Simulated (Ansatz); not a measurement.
# InI₃: up Jacob's ladder to CCSD(T)

How much do the methods differ for InI₃? The plan is to run it at one geometry with functionals of several rungs and with coupled cluster. The yardstick is the atomisation energy at the CCSD(T) limit.

Program: Ansatz 0.2.0, Gaussian basis. Level of theory: functionals in def2-TZVPP, the program's frozen cores in correlated methods. These are calculated values, not measurements.

Levels to be run: LDA (SPW92), PBE-D4, revPBE-D4, BLYP-D4, r2SCAN-D4, B97M-V, PBE0-D4, B3LYP-D4, r2SCANh-D4, r2SCAN0-D4, HSE06-D4, BHLYP-D4, CAM-B3LYP-D4, LC-ωPBE, ωB97X-V, ωB97M-V, B2PLYP, PBE-QIDH; CCSD(T)/def2-SVP; CCSD(T)/def2-TZVPP; MP2/def2-QZVPP; extrapolation to the limit; RPA on PBE.

## Step 1: Structure used throughout

The geometry comes from an earlier relaxation with PBE0-D4 in a triple-zeta def2 set; it is a stationary point. I, In take the def2 core potential; no spin-orbit term is included.

4 atoms, charge 0, spin multiplicity 1.

Atoms are counted from 1 here; the program's logs count them from 0.

Bond lengths: I1–In2 2.638 Å, In2–I3 2.638 Å, In2–I4 2.638 Å. Angles: I1–In2–I3 120.0°, I1–In2–I4 120.0°, I3–In2–I4 120.0°.

## Step 2: LDA

This LDA is Slater exchange with PW92 correlation.

The input, in.yaml:

```yaml
crystal:
  periodic: [false, false, false]
  atoms:
    - {symbol: I, position_ang: [-0.235819, 0.381793, 2.590381]}
    - {symbol: In, position_ang: [0.013575, -0.015241, -0.005198]}
    - {symbol: I, position_ang: [1.264670, -2.159136, -0.896868]}
    - {symbol: I, position_ang: [-0.986926, 1.732285, -1.708616]}
basis:
  gaussian: {orbitals: def2-TZVPP}
hamiltonian: {xc: lda}
output: {orbitals: {seedname: orbitals}}
```

On the command line:

```console
> ansatz run in.yaml --threads 4 --pin off --events-out ev --progress --plain --max-ram 10444MiB
```

After this run come: PBE-D4 (GGA); revPBE-D4 (GGA); BLYP-D4 (GGA); r2SCAN-D4 (meta-GGA); B97M-V (meta-GGA); PBE0-D4 (hybrid); B3LYP-D4 (hybrid); r2SCANh-D4 (hybrid); r2SCAN0-D4 (hybrid); HSE06-D4 (hybrid); BHLYP-D4 (hybrid); CAM-B3LYP-D4 (range-separated); LC-ωPBE (range-separated); ωB97X-V (range-separated); ωB97M-V (range-separated); B2PLYP (double hybrid); PBE-QIDH (double hybrid); CCSD(T) in def2-SVP; CCSD(T) in def2-TZVPP; MP2 in def2-QZVPP; RPA on PBE orbitals.

Before running them: what should the planned runs give, taken together? Wanted: atomisation energy, CCSD(T)/CBS; farthest beyond LDA; mean size of error, GGA; mean size of error, meta-GGA; mean size of error, hybrid; mean size of error, range-separated; mean size of error, double hybrid; gap, smallest and largest; T1 diagnostic.

As calculated:

| quantity | value |
| --- | --- |
| atomisation energy, CCSD(T)/CBS | 797.1 kJ/mol |
| functionals within 8.0 kJ/mol (1.0 %) | none; nearest PBE-QIDH (-23.7 kJ/mol) |
| farthest beyond LDA | BLYP-D4 (-92.7 kJ/mol) |
| mean size of error, GGA | 65.8 kJ/mol |
| mean size of error, meta-GGA | 46.4 kJ/mol |
| mean size of error, hybrid | 51.4 kJ/mol |
| mean size of error, range-separated | 68.6 kJ/mol |
| mean size of error, double hybrid | 50.8 kJ/mol |
| gap, smallest and largest | 2.83 eV (LDA (SPW92)), 9.39 eV (LC-ωPBE) |
| T1 diagnostic | 0.0102 |
| triples share of the correlation energy | 2.4 % |

The LDA atomisation energy is off by 94.0 kJ/mol (12 %): it overbinds. PBE-D4 is off by -30.7 kJ/mol. Double hybrids carry the basis error of their MP2 part in triple zeta, and no dispersion term here, so their miss is partly the set-up's. Taken by rung, meta-GGA functionals do best (46.4 kJ/mol on average) and range-separated ones worst beyond LDA (68.6 kJ/mol). The gap between the best rungs is small, so their order is not settled. RPA and LDA stand outside this count. The reference freezes the cores and leaves out spin-orbit coupling and excitations past (T), and its outer-core shells are covered unevenly, so misses under about 8.0 kJ/mol can't be ranked. All levels share the lack of spin-orbit coupling, which lowers the free heavy atoms and so the true binding. Hartree-Fock recovers 65 % of the binding; the rest is correlation. CCSD(T) in def2-SVP is off by -114.0 kJ/mol, more than most functionals: a good method in a small basis is no reference. The gap grows from 2.8 to 9.4 eV across the functionals, mostly with the share of exact exchange. Correlated methods include outer-core shells of I, In, which these sets cover unevenly.
